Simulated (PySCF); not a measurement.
**A diatomic session: BrF**

An exercise on one series of results from a longer session: the logs are not shown, and one member is left open.

Computed with PySCF 2.14.0. Level: Br pcseg-1, F pcseg-1, no relativity.

Set-up of the first run:

Settings of the job:

```
atoms                         : Br, F
charge                        : 0
basis                         : Br pcseg-1, F pcseg-1
Hamiltonian                   : no relativity
basis functions               : 41
electrons treated             : 44
masses in u                   : 78.9183, 18.9984
levels                        : PBE0, PBE, r²SCAN, B97-3, r²SCANh, TPSS, ωB97X, HF, MP2, SCS-MP2, CCSD, CCSD(T)
grid                          : 80 radial by 434 angular points
occupations                   : held fixed by the projection of orbital angular momentum
dissociation limit            : Br + F, each in its ground configuration
starting distance in angstrom : 1.730
values of 2S to try           : 0, 2
```

The run is started by

```bash
OMP_NUM_THREADS=1 python dia.py task.json out
```

Among the steps run: The job; PBE0 along the bond; Excited determinants; PBE (GGA); r²SCAN (meta-GGA); B97-3 (global hybrid GGA); r²SCANh; TPSS; ωB97X (range-separated hybrid); RHF (mean field); Adding correlation.

One table of the session follows, with a row left open; its other results are not shown here.

It belongs to the step «Constants by level of theory». Differences from CCSD(T) in the same basis:

```
      level  Re (mÅ)  ωe (%)
        RHF      -62   +18.9
    RHF-MP2      -11    +5.1
RHF-SCS-MP2       -5    +2.8
   RHF-CCSD      -10    +3.7
        PBE       -4    +2.3
       TPSS       -8    +3.4
     r²SCAN      -19    +5.7
    r²SCANh      -28    +8.1
       PBE0      -33    +9.6
      B97-3      -26    +7.7
      ωB97X        ?       ?
```

Estimate the missing values for ωB97X.

**Answer.** Re (mÅ): -34; ωe (%): +11.0. In the column «Re (mÅ)» it lies between RHF (-62) and PBE0 (-33).

Hartree–Fock falls on the short and stiff side, its usual fault. CCSD(T) in a basis this small is itself some way from its limit, more so than the functionals.
